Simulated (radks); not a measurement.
# Al⁴⁺ in [He] 2s2 2p5: an all-electron calculation

An exercise on one series of results from a longer session: the logs are not shown, and one member is left open.

The numbers are computed with radks (a radial shooting solver on a logarithmic mesh, Libxc functionals) version 1 (scalar-relativistic Kohn-Sham, exchange-only r2SCAN, spin-polarised, spherical densities, finite nucleus; open shells are filled with parallel spins first), except any that are marked as measured or tabulated.

**What is computed**

| Quantity | Value |
| --- | --- |
| element | aluminium (Z = 13) |
| charge | +4 |
| electrons | 9 |
| configuration | [He] 2s2 2p5 |
| nuclear rms radius | 3.061 fm |

Outer shells as boxes (Hund's rule):

Al⁴⁺
```
[He] core
2s [↑↓]
2p [↑↓][↑↓][↑ ]
```

The first run:

Settings of this run:

```text
Z 13
configuration [He] 2s2 2p5
relativity scalar-relativistic
functional r2scan,
spin polarised
nucleus finite rms 3.061 fm
c 137.035999084
```

One of the session's tables, all rows but one given; the rest of the session is left out.

It belongs to the step «Orbitals and density». Radial moments (bohr):

| level | <r> | outermost maximum (interpolated) | 90 % within |
| --- | --- | --- | --- |
| 1s up | 0.1201 | 0.0784 | 0.215 |
| 1s down | 0.1200 | 0.0783 | 0.214 |
| 2s up | ? | ? | ? |
| 2s down | 0.6045 | 0.489 | 0.949 |
| 2p up | 0.5626 | 0.416 | 0.936 |
| 2p down | 0.5699 | 0.419 | 0.950 |

Estimate the missing values for 2s up.

**Answer.** <r>: 0.5999; outermost maximum (interpolated): 0.486; 90 % within: 0.940. In the column «<r>» it lies between 2p down (0.5699) and 2s down (0.6045).

To keep in mind: Open shells are spherical and high-spin; term and fine-structure splittings are not resolved.
